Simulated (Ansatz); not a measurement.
# CuF2: the cost of one run

Method: DFT PBEsol, scalar-relativistic, plane waves, PAW, in Ansatz 0.2.0.

**1. The starting structure**

It takes space group P4/mmm (No. 123, tetragonal). The conventional cell has a = 3.747 Å, b = 3.747 Å, c = 3.607 Å, α = 90.00°, β = 90.00°, γ = 90.00°. Around Cu (site symmetry 4/mmm) lie 4 F at 1.87 Å. F (site symmetry mmm) has 2 Cu at 1.87 Å as nearest neighbours.

Structure file:

```
CELL_PARAMETERS angstrom
3.74701 0.00000 0.00000
0.00000 3.74701 0.00000
0.00000 0.00000 3.60731
ATOMIC_POSITIONS crystal
Cu 0.00000 0.00000 0.00000
F 0.50000 0.00000 0.00000
F 0.00000 0.50000 0.00000
```

The structure comes from the Materials Project (structure only).

(A quick probe on a coarse mesh, which set the mesh and smearing, is not shown.)

**3. The listed cell as it stands**

input.yaml reads:

```yaml
crystal:
  lattice:
    - [3.747011, 0.0, 0.0]
    - [0.0, 3.747011, 0.0]
    - [0.0, 0.0, 3.607305]
  atoms:
    - { symbol: Cu, position: [0.0, 0.0, 0.0], spin: 0.16 }
    - { symbol: F, position: [0.5, 0.0, 0.0] }
    - { symbol: F, position: [0.0, 0.5, 0.0] }
basis:
  ecutwfc: 420
kpoints:
  mp_grid: { grid: [12, 12, 12] }
hamiltonian:
  xc: pbesol
scf:
  occupations: { method: gaussian, width: 0.1 }
output:
  forces: true
  stress: true
  eigenvalues: true
  populations: true
  write_density: true
  write_potential: true
  elf: true
  volumetric_format: npy
magnetization:
  spin_polarized: true
```

The run is started by

```
$ ansatz run input.yaml --threads 1 --pin off --max-ram 2560MiB --backend cpu --events-out ev --progress --plain --runs-dir out
```

**Question.** How long does this run take on 1 thread of Arm Neoverse N1, shared host, and how much memory does it need?

About 87 s, with a peak of 0.57 GiB.
